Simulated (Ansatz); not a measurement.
# Ge4H: the cost of one run

Computed with Ansatz 0.2.0 (DFT PBE+D3(BJ), scalar-relativistic, plane waves, PAW, unless a step's input says otherwise).

4 further runs of the same task are left out: 4 set aside as unsound or not needed. Runs told in other sessions of the task aren't counted.

### Step 1. Starting point

Symmetry: Pmm2, No. 25, orthorhombic system. The conventional cell has a = 4.030 Å, b = 4.030 Å, c = 21.642 Å, α = 90.00°, β = 90.00°, γ = 90.00°. Ge (site symmetry mm2) has 2 Ge at 2.47 Å in its first shell of neighbours. Ge (site symmetry mm2) is surrounded by 4 Ge at 2.47 to 2.51 Å. Around Ge (site symmetry mm2) lie 2 Ge at 2.47 Å and 2 H at 3.21 Å. H (site symmetry mm2) is surrounded by 2 Ge at 3.21 Å.

Coordinates:

```xyz
5
Lattice="4.0304 0.0000 0.0000 0.0000 4.0304 0.0000 0.0000 0.0000 21.6417" Properties=species:S:1:pos:R:3 pbc="T T T"
Ge    0.0000    2.0152    4.0000
Ge    0.0000    0.0000    5.4249
Ge    2.0152    0.0000    6.9179
Ge    2.0152    2.0152    8.3417
H     2.0152    4.0304   10.8417
```

This is the geometry of the first run shown, built on a cell relaxed beforehand with the same method.

### Step 2. Plan of the line

Atoms count from 1 in the order of the input.

H is moved over the surface cell at a fixed height above a rigid substrate; the origin of the map has the adsorbate above Ge4; the height is held at 2.50 Å.

- position of H5 along the first surface vector, from above Ge4: 8 values from 0.000 to 0.875, periodic
- position of H5 along the second surface vector, from above Ge4: 8 values from 0.000 to 0.875, periodic

Nothing else is relaxed. Points are written as (first, second).

The two vectors of the plane (Å): (4.030, 0.000, 0.000); (0.000, 4.030, 0.000).

### Step 3. Grid point (0/8, 4/8) of the map's two axes

A dipole layer in the vacuum cancels the field that periodic copies would set up if the slab's two faces differ.

The input, input.yaml:

```yaml
crystal:
  lattice:
    - [4.0303587907, 0.0, 0.0]
    - [0.0, 4.0303587907, 0.0]
    - [0.0, 0.0, 21.6416627718]
  atoms:
    - { symbol: Ge, position: [0.0, 0.5, 0.1848286817] }
    - { symbol: Ge, position: [0.0, 0.0, 0.2506714513] }
    - { symbol: Ge, position: [0.5, 0.0, 0.3196569899] }
    - { symbol: Ge, position: [0.5, 0.5, 0.3854446333] }
    - { symbol: H, position: [0.5, 1.0, 0.5009625594] }
basis:
  ecutwfc: 420
kpoints:
  mp_grid: { grid: [7, 7, 1] }
hamiltonian:
  xc: pbe
  pseudopotentials: { kind: paw, azcp: { folder: soft_1 } }
  dispersion: d3bj
scf:
  occupations: { method: gaussian, width: 0.1 }
output:
  forces: true
  eigenvalues: true
efield:
  axis: 3
  dipole_correction: true
  ramp_width: 0.04
```

On the command line:

```
$ ansatz run input.yaml --threads 1 --pin off --max-ram 3072MiB --backend cpu --events-out ev --progress --plain --runs-dir out
```

**Question.** How long does this run take on 1 thread of Arm Neoverse V2, shared host, and how much memory does it need?

About 16 s, with a peak of 0.47 GiB.
